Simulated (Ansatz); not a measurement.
## SrHfN2, space group R-3m: a phonon calculation by finite displacements, step by step

With Ansatz 0.2.0, Python API.

The cells in order, each with its output:

```python
from pathlib import Path
import warnings

import ansatz as az
import numpy as np
```

```python
ECUT = 550
FILLING = 'fixed'
KMESH = (6, 6, 6)
```

```python
warnings.simplefilter('ignore', az.DeckWarning)
```

```python
vectors = np.array([
    [1.678363, 0.969003, 5.922028],
    [-1.678363, 0.969003, 5.922028],
    [0.0, -1.938007, 5.922028],
])
cell = (
    az.Lattice.of(vectors)
    .atom('Sr', [0.0, 0.0, 0.0])
    .atom('Hf', [0.5, 0.5, 0.5])
    .atom('N', [0.232632, 0.232632, 0.232632])
    .atom('N', [0.767368, 0.767368, 0.767368])
)
```

```python
cell.resolved().sites[-1]
```

    Site(symbol='N', position=(0.767368, 0.767368, 0.767368), moment=None, axis=None, held=None, saved=None)

```python
# the cell itself: zone-centre modes alone
setup = (
    cell.calculation()
    .basis(ECUT)
    .occupations(FILLING)
    .functional(az.Functional.R2SCAN)
    .kpoints(*KMESH)
    .phonons('fd', supercell=1)
)
done = setup.run(threads=1, runs_dir='out')
folder = Path(done.output_folder) / 'results'
ph = done.phonons
```

```python
print('modes at Gamma (1/cm):', np.round(ph.gamma_omega_inv_cm, 1) + 0.0)
print(f'{ph.n_members} displaced supercells, sum-rule residual {ph.asr_residual_pre_ev_ang2:.1e} eV/A^2')
optical = np.sort(ph.gamma_omega_inv_cm)
print('imaginary modes at Gamma:', int((optical < -10).sum()), '- highest mode', round(float(optical[-1]), 1), '1/cm')
```

    modes at Gamma (1/cm): [  0.    0.    0.   70.1  70.1 162.2 162.2 186.5 327.8 428.6 428.6 605.8]
    4 displaced supercells, sum-rule residual 4.5e-04 eV/A^2
    imaginary modes at Gamma: 0 - highest mode 605.8 1/cm

Caveats:
- No spin polarisation was allowed.
- The cell isn't relaxed first, so the values belong to this volume.
- Spin-orbit coupling, which matters for elements this heavy, is left out.
- No non-analytic term is added, so at the zone centre the longitudinal optical modes of a polar crystal aren't split off.
- The structure comes from a database of computed cells and needn't be a stable or known phase.
- The structure is taken as given and the supercell is small; imaginary modes can come from an unrelaxed or unstable start.
- Hardware and time: 2.1 min on 1 thread of Intel(R) Xeon(R) Platinum 8488C (Sapphire Rapids) (shared host), peak memory 2 GiB.
